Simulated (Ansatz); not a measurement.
# C3H6AuNO: one species, many methods

An exercise on one series of results from a longer session: the logs are not shown, and one member is left open.

Program: Ansatz 0.2.0, Gaussian basis. Level of theory: functionals in def2-TZVPP, the program's frozen cores in correlated methods. These are calculated values, not measurements.

Levels to be run: LDA (SPW92), PBE-D4, revPBE-D4, BLYP-D4, r2SCAN-D4, B97M-V, PBE0-D4, B3LYP-D4, r2SCANh-D4, r2SCAN0-D4, HSE06-D4, BHLYP-D4, CAM-B3LYP-D4, LC-ωPBE, ωB97X-V, ωB97M-V, B2PLYP, PBE-QIDH; CCSD(T)/def2-SVP; CCSD(T)/def2-TZVPP; MP2/def2-QZVPP; extrapolation to the limit; RPA on PBE.

1 further run of the same task is left out (it didn't finish).

## The relaxed structure

The geometry comes from an earlier relaxation with PBE0-D4 in a triple-zeta def2 set; it is a stationary point, not always the lowest conformer. Au takes the def2 core potential; no spin-orbit term is included.

SMILES `CC#[N+][Au-][O]C`, 12 atoms, charge 0, spin multiplicity 1.

Atoms are counted from 1 here; the program's logs count them from 0.

Bond lengths: C1–C2 1.443 Å, C1–H7 1.091 Å, C1–H8 1.091 Å, C1–H9 1.091 Å, C2–N3 1.146 Å, N3–Au4 1.949 Å, Au4–O5 1.939 Å, O5–C6 1.395 Å, C6–H10 1.098 Å, C6–H11 1.101 Å, C6–H12 1.101 Å. Angles: C2–C1–H7 110.0°, C2–C1–H8 109.9°, C2–C1–H9 109.8°, H7–C1–H8 109.1°, H7–C1–H9 109.1°, H8–C1–H9 109.0°, C1–C2–N3 180.0°, C2–N3–Au4 179.2°, N3–Au4–O5 177.1°, Au4–O5–C6 119.2°, O5–C6–H10 108.2°, O5–C6–H11 113.3°, O5–C6–H12 113.3°, H10–C6–H11 107.2°, H10–C6–H12 107.2°, H11–C6–H12 107.3°.

As a file:

```
C    -0.54359   -2.23397    2.83323
C    -0.27170   -1.50015    1.62063
N    -0.05615   -0.91702    0.65824
Au    0.30277    0.09799   -0.96613
O     0.68938    1.02373   -2.62575
C     0.47217    2.39988   -2.70442
H     0.38493   -2.40935    3.37940
H    -1.00171   -3.19441    2.59071
H    -1.22666   -1.66382    3.46529
H     0.74869    2.73282   -3.71381
H    -0.57881    2.68540   -2.54439
H     1.08068    2.97891   -1.99299
```

Set-up of the first run:

in.yaml reads:

```yaml
crystal:
  periodic: [false, false, false]
  atoms:
    - {symbol: C, position_ang: [-0.543592, -2.233973, 2.833229]}
    - {symbol: C, position_ang: [-0.271697, -1.500150, 1.620634]}
    - {symbol: N, position_ang: [-0.056150, -0.917019, 0.658241]}
    - {symbol: Au, position_ang: [0.302769, 0.097986, -0.966131]}
    - {symbol: O, position_ang: [0.689378, 1.023731, -2.625748]}
    - {symbol: C, position_ang: [0.472171, 2.399876, -2.704419]}
    - {symbol: H, position_ang: [0.384933, -2.409353, 3.379399]}
    - {symbol: H, position_ang: [-1.001710, -3.194406, 2.590715]}
    - {symbol: H, position_ang: [-1.226661, -1.663821, 3.465287]}
    - {symbol: H, position_ang: [0.748693, 2.732819, -3.713808]}
    - {symbol: H, position_ang: [-0.578809, 2.685404, -2.544393]}
    - {symbol: H, position_ang: [1.080675, 2.978905, -1.992987]}
basis:
  gaussian: {orbitals: def2-TZVPP}
hamiltonian: {xc: lda}
output: {orbitals: {seedname: orbitals}}
```

Among the steps run: LDA; PBE-D4 (GGA); revPBE-D4 (GGA); BLYP-D4 (GGA); r2SCAN-D4 (meta-GGA); B97M-V (meta-GGA); PBE0-D4 (hybrid); B3LYP-D4 (hybrid); r2SCANh-D4 (hybrid); r2SCAN0-D4 (hybrid); HSE06-D4 (hybrid); BHLYP-D4 (hybrid); CAM-B3LYP-D4 (range-separated); LC-ωPBE (range-separated); ωB97X-V (range-separated); ωB97M-V (range-separated); B2PLYP (double hybrid); PBE-QIDH (double hybrid).

One of the session's tables, all rows but one given; the rest of the session is left out.

It belongs to the step «Orbital energies across the functionals». 

```
  functional  HOMO (eV)  gap (eV)
 LDA (SPW92)      -4.71      2.94
      PBE-D4      -4.51      2.97
   revPBE-D4      -4.44      2.99
     BLYP-D4      -4.41      2.98
   r2SCAN-D4      -4.69      3.38
      B97M-V      -4.73      3.45
     PBE0-D4      -5.77      5.14
    B3LYP-D4      -5.57      4.69
  r2SCANh-D4      -5.17      4.19
  r2SCAN0-D4          ?         ?
    HSE06-D4      -5.37      4.37
    BHLYP-D4      -7.06      7.41
CAM-B3LYP-D4      -7.09      7.49
     LC-ωPBE      -8.27      9.82
     ωB97X-V      -8.02      9.47
     ωB97M-V      -8.00      9.28
```

Estimate the missing values for r2SCAN0-D4.

Worked estimate for «HOMO (eV)». Against the share of exact exchange, r2SCAN-D4 (0, -4.69), r2SCANh-D4 (0.1, -5.17) give a slope of -4.80 per unit share; at 0.25 the line stands at -5.89.

The run gave: HOMO (eV): -5.93; gap (eV): 5.44. In «HOMO (eV)» the line misses by +0.04.
